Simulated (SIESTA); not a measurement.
The system is Co3Mo.

```
CELL_PARAMETERS angstrom
5.12450 0.00000 0.00000
-2.56225 4.43795 0.00000
0.00000 0.00000 4.11250
ATOMIC_POSITIONS crystal
Mo 0.66667 0.33333 0.75000
Mo 0.33333 0.66667 0.25000
Co 0.67460 0.83730 0.75000
Co 0.83730 0.16270 0.25000
Co 0.16270 0.32540 0.75000
Co 0.32540 0.16270 0.25000
Co 0.16270 0.83730 0.75000
Co 0.83730 0.67460 0.25000
```

```yaml
Program: SIESTA 5.4.2
Task: single point
Functional: PBEsol
Potentials_or_basis: PseudoDojo 0.4 standard (PBEsol files)
Basis: DZP (energy shift 0.003 Ry; two zetas on semicore shells)
Grid_cutoff: 800 Ry
Energy_shift: 0.003 Ry
k_mesh: 6 × 6 × 7
Occupations: fermi-dirac, width 0.05 eV
Spin: collinear spin, ferromagnetic start
Starting_moments: "[1.0, 1.0, 2.0, 2.0, 2.0, 2.0, 2.0, 2.0] μB"
```

On this cell: pressure -12.8 GPa; largest force 0.125 eV/Å; net moment 1.84 μB per cell; site moments Mo -0.26; Co +0.39 μB; band gap on the k mesh none (metal or under the smearing width).

The same run follows on a disturbed copy (atoms moved at random, drawn with an rms of 0.05 Å):

```
Mo Co
1.0
     5.12450    0.00000    0.00000
    -2.56225    4.43795    0.00000
     0.00000    0.00000    4.11250
Mo Co
2 6
Direct
  0.66768 0.33098 0.74910
  0.32517 0.64960 0.24245
  0.67178 0.83981 0.75460
  0.85450 0.17555 0.25451
  0.15655 0.31633 0.75298
  0.32374 0.16215 0.25114
  0.16437 0.82964 0.74949
  0.84471 0.66693 0.25639
```

**Question.** What changes?

**Answer.** The energy (extrapolated to zero smearing) moves by +17.8 meV/atom; pressure -11.5 GPa; largest force 1.320 eV/Å; net moment 1.83 μB per cell; site moments Mo -0.26; Co +0.41, +0.37, +0.33, +0.45 μB; band gap on the k mesh none (metal or under the smearing width).

Forces in eV/Å, atoms in the order of the input:
```
Mo  -0.158  0.082  0.197
Mo   0.466  1.035  0.412
Co   0.487 -0.272 -0.151
Co  -0.570 -1.186 -0.109
Co   0.367 -0.018 -0.154
Co   0.334 -0.383  0.001
Co  -0.270  0.266  0.039
Co  -0.663  0.475 -0.235
```

Stress tensor (GPa, compression positive):
```
-10.84   0.54   0.01
  0.54 -10.62  -0.07
  0.01  -0.07 -12.95
```

Caveats: short orbitals over semicore shells can move pressures by several GPa; the basis of atomic orbitals isn't converged, which shifts pressures, moduli and gaps.
